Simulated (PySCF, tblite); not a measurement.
# C₃H₇ClO₃Si: geometry, infrared bands and NMR shifts

Wanted: the infrared bands and NMR shifts of C₃H₇ClO₃Si (`O=C(O)[SiH2]OCCCl`), by calculation.

Programs: tblite 0.8.0 and PySCF 2.14.0, with density-fitted response routines of our own. Each step states its level of theory. These are calculated values for one molecule in the gas phase, unless marked as measured. Atoms count from 0, in the outputs and in this text.

## 1. The starting structure

15 atoms, charge 0, multiplicity 1; geometry from: force field or distance geometry start.

Bonds of the start (Å): O0–C1 1.27, C1–O2 1.38, C1–Si3 1.84, Si3–O4 1.73, O4–C5 1.39, C5–C6 1.54, C6–Cl7 1.78, O2–H8 1.03, Si3–H9 1.46, Si3–H10 1.49, C5–H11 1.10, C5–H12 1.11, C6–H13 1.12, C6–H14 1.11.

## 2. Relaxing the molecule with GFN2-xTB

The job: settings as JSON, then the geometry in Å.

```
{"job": {"kind": "relax", "xc": "GFN2-xTB", "basis": "xTB"}, "charge": 0, "multiplicity": 1}
O     -1.355400     0.858500     1.725300
C     -1.775400     0.131600     0.777500
O     -2.895900     0.454900     0.037600
Si    -0.909500    -1.424300     0.325400
O      0.759100    -1.018600     0.118500
C      0.817700     0.232700    -0.494800
C      2.296200     0.598500    -0.690500
Cl     3.175700     0.660300     0.851900
H     -3.352400     1.335800     0.322200
H     -1.396900    -1.996400    -0.927500
H     -1.011400    -2.383900     1.461800
H      0.292700     1.008200     0.075700
H      0.325200     0.178400    -1.489100
H      2.684500    -0.187800    -1.390500
H      2.341500     1.560000    -1.242400
```

Started as:

```
OMP_NUM_THREADS=1 python probes_run.py task.json out
```

This one command runs all jobs of the session in turn.

**Question.** This job is followed by: GFN2-xTB harmonic vibrations, gas phase; GIAO PBE0/pcSseg-1 NMR shielding, non-relativistic, gas phase. Predict these results of the whole session: strongest single infrared mode (GFN2-xTB); zero-point energy (GFN2-xTB); 13C shifts against TMS (PBE0/pcSseg-1); 1H shifts against TMS (PBE0/pcSseg-1, means over atoms taken as alike); 17O shifts against H2O (PBE0/pcSseg-1); 29Si shifts against TMS (PBE0/pcSseg-1); 35Cl shifts against HCl (PBE0/pcSseg-1); surface potential, 1st and 99th percentile.

As calculated:

| quantity | value |
| --- | --- |
| strongest single infrared mode (GFN2-xTB) | 1739 cm⁻¹, 297 km/mol |
| zero-point energy (GFN2-xTB) | 62.6 kcal/mol |
| 13C shifts against TMS (PBE0/pcSseg-1) | 188.5, 67.0, 55.4 ppm |
| 1H shifts against TMS (PBE0/pcSseg-1, means over atoms taken as alike) | 6.77, 5.24, 4.70, 3.81 ppm |
| 17O shifts against H2O (PBE0/pcSseg-1) | 513.6, 235.7, 18.7 ppm |
| 29Si shifts against TMS (PBE0/pcSseg-1) | -48.1 ppm |
| 35Cl shifts against HCl (PBE0/pcSseg-1) | 88 ppm |
| surface potential, 1st and 99th percentile | -1.43 V and 2.16 V |

The optimisation took 246 steps and gained 1.063 eV; among the close pairs (by a distance rule), Si3–O4 changed most, from 1.730 to 1.622 Å. All 39 modes are real, so the xTB geometry is a minimum. The strongest single mode, at 1739 cm⁻¹, moves mainly C1 and O0. GFN2-xTB is a fitted tight-binding method: band positions and strengths are rough. Its intensities can rank the bands wrongly. At PBE0/pcSseg-1: Shielding is most anisotropic at O0 (span 738 ppm, paramagnetic term -581 ppm). By nearest atom (PBE0/pcSseg-1), the HOMO sits on O0 52 %; C1 12 % and the LUMO on C1 41 %; O0 24 %.
